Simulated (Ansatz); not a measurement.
Predict the output of the script below (Ansatz 0.2.0 through its Python package).

The script, `freq_bfh4ossn.py`:
```python
"""Vibrations and zero-point energy of BFH4OSSn."""

import ansatz as az
from ase import Atoms
import numpy as np

atoms = Atoms(["O", "B", "F", "S", "Sn", "H", "H", "H", "H"], positions=[
    (2.3107, 0.5276, 0.2651),
    (1.4769, -0.4553, -0.4331),
    (1.6606, -1.8465, -0.1407),
    (0.2789, 0.0537, -1.7274),
    (-1.5437, 0.1759, -0.0832),
    (1.7281, 0.8142, 1.055),
    (-3.0221, 0.6413, -0.8344),
    (-1.6929, -1.357, 0.706),
    (-1.108, 1.3998, 1.1755),
])
mol = az.Crystal.molecule_from_ase(atoms)

job = (
    mol.calculation()
    .basis(gaussian="def2-SVP")
    .functional("pbe0")
    .accuracy("medium")
)
symbols = [site.symbol for site in mol.cartesian_sites]
start = np.array([site.position_ang for site in mol.cartesian_sites], dtype=float)
def progress(event):
    if event["event"] == "relax_step":
        row = event["data"]
        print(f"step {row['step']:3d}  E = {row['lagrangian_ev']:.6f} eV  largest force component {row['allowed_force_max_ev_ang']:.4f} eV/A")


summary = job.relax(force_tolerance=0.003, max_steps=100).session().plan().execute(on_event=progress).report
end = np.array(summary["positions_ang"])

print("final positions (A) and the move of each atom")
for symbol, xyz, old in zip(symbols, end, start):
    print(f"{symbol:2s} {xyz[0]:10.5f} {xyz[1]:10.5f} {xyz[2]:10.5f}   {np.linalg.norm(xyz - old):7.4f}")

# same settings at the minimum
minimum = az.Crystal.molecule()
for symbol, place in zip(symbols, end):
    minimum = minimum.atom(symbol, place.tolist())
vibrating = (
    minimum.calculation()
    .basis(gaussian="def2-SVP")
    .functional("pbe0")
    .accuracy("medium")
    .phonons(temperatures=(298.15, 498.15, 100))
)
vib = vibrating.run().report["vibrations"]
sums = vib["harmonic_sums"]
modes = [m["omega_inv_cm"] for m in sums["modes_at_gamma"] if m["rigid_motion"] == "no"]
for number, w in enumerate(modes, start=1):
    print(f"mode {number:2d} {w:9.1f} 1/cm {w / 8065.544 * 1000:8.2f} meV")
print("imaginary modes:", sum(w < 0 for w in modes), " zero-point energy:", round(sums["zero_point_energy_ev"], 4), "eV")
print("T (K)   F_vib (eV)   S_vib (meV/K)   C_vib (meV/K)")
for row in zip(sums["temperatures_k"], sums["vibrational_free_energy_ev"], vib["entropy_ev_per_k"], vib["heat_capacity_ev_per_k"]):
    print(f"{row[0]:6.1f} {row[1]:11.4f} {1000 * row[2]:13.4f} {1000 * row[3]:15.4f}")
```

`python freq_bfh4ossn.py` gives:
```text
step   1  E = -22157.782990 eV  largest force component 3.4921 eV/A
step   2  E = -22158.190142 eV  largest force component 1.8137 eV/A
step   3  E = -22158.359495 eV  largest force component 1.2757 eV/A
step   4  E = -22158.464240 eV  largest force component 1.8096 eV/A
step   5  E = -22158.620097 eV  largest force component 0.6952 eV/A
step   6  E = -22158.838049 eV  largest force component 0.4577 eV/A
step   7  E = -22158.901922 eV  largest force component 0.4393 eV/A
step   8  E = -22158.919567 eV  largest force component 0.0454 eV/A
step   9  E = -22158.918845 eV  largest force component 0.1200 eV/A
step  10  E = -22158.920365 eV  largest force component 0.0622 eV/A
step  11  E = -22158.922476 eV  largest force component 0.1058 eV/A
step  12  E = -22158.925848 eV  largest force component 0.2656 eV/A
step  13  E = -22158.930924 eV  largest force component 0.5217 eV/A
step  14  E = -22158.941664 eV  largest force component 0.5859 eV/A
step  15  E = -22158.956718 eV  largest force component 0.7739 eV/A
step  16  E = -22158.952606 eV  largest force component 0.8900 eV/A
step  17  E = -22158.976187 eV  largest force component 0.5318 eV/A
step  18  E = -22158.993849 eV  largest force component 0.2494 eV/A
step  19  E = -22159.008018 eV  largest force component 0.0862 eV/A
step  20  E = -22159.013945 eV  largest force component 0.4705 eV/A
step  21  E = -22159.027690 eV  largest force component 0.4116 eV/A
step  22  E = -22159.037509 eV  largest force component 0.1900 eV/A
step  23  E = -22159.031845 eV  largest force component 0.2035 eV/A
step  24  E = -22159.040093 eV  largest force component 0.1389 eV/A
step  25  E = -22159.039732 eV  largest force component 0.1010 eV/A
step  26  E = -22159.041688 eV  largest force component 0.0571 eV/A
step  27  E = -22159.042795 eV  largest force component 0.0373 eV/A
step  28  E = -22159.043445 eV  largest force component 0.0331 eV/A
step  29  E = -22159.043578 eV  largest force component 0.0610 eV/A
step  30  E = -22159.043855 eV  largest force component 0.0463 eV/A
step  31  E = -22159.044049 eV  largest force component 0.0286 eV/A
step  32  E = -22159.044125 eV  largest force component 0.0222 eV/A
step  33  E = -22159.044140 eV  largest force component 0.0256 eV/A
step  34  E = -22159.044182 eV  largest force component 0.0230 eV/A
step  35  E = -22159.044201 eV  largest force component 0.0198 eV/A
step  36  E = -22159.044213 eV  largest force component 0.0148 eV/A
step  37  E = -22159.044220 eV  largest force component 0.0143 eV/A
step  38  E = -22159.044224 eV  largest force component 0.0117 eV/A
step  39  E = -22159.044227 eV  largest force component 0.0091 eV/A
step  40  E = -22159.044229 eV  largest force component 0.0039 eV/A
step  41  E = -22159.044230 eV  largest force component 0.0036 eV/A
step  42  E = -22159.044231 eV  largest force component 0.0033 eV/A
step  43  E = -22159.044231 eV  largest force component 0.0025 eV/A
final positions (A) and the move of each atom
O     1.87459    0.27459    0.59932    0.6049
B     1.66937   -0.52216   -0.46503    0.2062
F     2.73527   -1.11364   -0.98794    1.5524
S     0.08801   -0.90388   -1.31323    1.0606
Sn   -1.58480    0.18023    0.06992    0.1586
H     1.08999    0.72663    0.92907    0.6563
H    -2.64026    1.03708   -0.96003    0.5641
H    -2.39893   -0.99536    1.00327    0.8471
H    -0.74476    1.27020    1.10747    0.3916
mode  1      25.3 1/cm     3.14 meV
mode  2      90.6 1/cm    11.24 meV
mode  3     129.7 1/cm    16.08 meV
mode  4     267.7 1/cm    33.19 meV
mode  5     402.4 1/cm    49.89 meV
mode  6     430.5 1/cm    53.38 meV
mode  7     465.6 1/cm    57.73 meV
mode  8     490.2 1/cm    60.78 meV
mode  9     558.7 1/cm    69.27 meV
mode 10     581.1 1/cm    72.05 meV
mode 11     668.2 1/cm    82.85 meV
mode 12     710.4 1/cm    88.08 meV
mode 13     717.3 1/cm    88.93 meV
mode 14     741.4 1/cm    91.92 meV
mode 15     992.0 1/cm   122.99 meV
mode 16    1252.6 1/cm   155.30 meV
mode 17    1470.7 1/cm   182.35 meV
mode 18    1893.5 1/cm   234.76 meV
mode 19    1958.1 1/cm   242.77 meV
mode 20    1968.0 1/cm   244.00 meV
mode 21    3863.3 1/cm   478.98 meV
imaginary modes: 0  zero-point energy: 1.2198 eV
T (K)   F_vib (eV)   S_vib (meV/K)   C_vib (meV/K)
 298.1      1.0897        0.8657          0.8323
 398.1      0.9896        1.1333          1.0173
 498.1      0.8639        1.3767          1.1538
```

Reading the output:
- The settings weren't tested for convergence.
- The frequencies are harmonic and unscaled, in a modest basis. The result belongs to the one conformer reached from this start, and soft torsions count as harmonic oscillators.
- def2 sets replace the cores of elements past krypton by effective core potentials.
- It ran for 4.8 min on 1 thread of Intel(R) Xeon(R) 6975P-C (Granite Rapids) (shared host), peak memory 0.34 GiB.

(Lines on the test bed's own set-up are left out of the output.)
